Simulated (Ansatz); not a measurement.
MgGe2:

```xyz
6
Lattice="5.5215 -1.8498 0.0000 5.5215 1.8498 0.0000 -3.2176 0.0000 6.0078" Properties=species:S:1:pos:R:3 pbc="T T T"
Ge    4.8996    0.0000    1.7640
Ge    2.9258    0.0000    4.2438
Ge    6.5513    0.0000    5.9203
Ge    1.2740    0.0000    0.0875
Mg    7.8794    0.0000    2.0982
Mg   -0.0541    0.0000    3.9095
```

The cell comes from a database or a generator and needn't be the stable form of this composition.

Base run:

| Item | Value |
| --- | --- |
| Program | Ansatz 0.2.0 |
| Functional | revPBE |
| Potentials or basis | Ansatz PAW |
| Cutoff | 420 eV |
| Density cutoff | 1680 eV |
| k mesh | 8 × 8 × 5 |
| Occupations | fermi-dirac, width 0.05 eV |
| Spin | no spin polarisation |

Its results: band gap on the k mesh none (metal or under the smearing width); pressure 0.8 GPa; largest force 0.130 eV/Å.

Problem. After a change of settings the same cell gave: band gap on the k mesh none (metal or under the smearing width); pressure -0.4 GPa; largest force 0.123 eV/Å. Which change was it?
A. functional from revPBE to RPBE
B. functional from revPBE to PBE
C. functional from revPBE to r2SCAN; cutoff from 420 eV to 500 eV; density cutoff from 1680 eV to 2000 eV
D. functional from revPBE to PBEsol; spin from no spin polarisation to spin-orbit coupling, no magnetisation; potential files from those of the base run to others of the same set

Solution. B.

PBE binds more tightly than revPBE, so the same cell stands under less pressure.

Caveats: the potentials were made for another functional, which shifts forces and pressure (some runs); the PAW data sets come from PBE, with cores solved anew for the run's functional, which leaves a small shift of forces and pressure (some runs).

Not every run made on this cell is shown here.
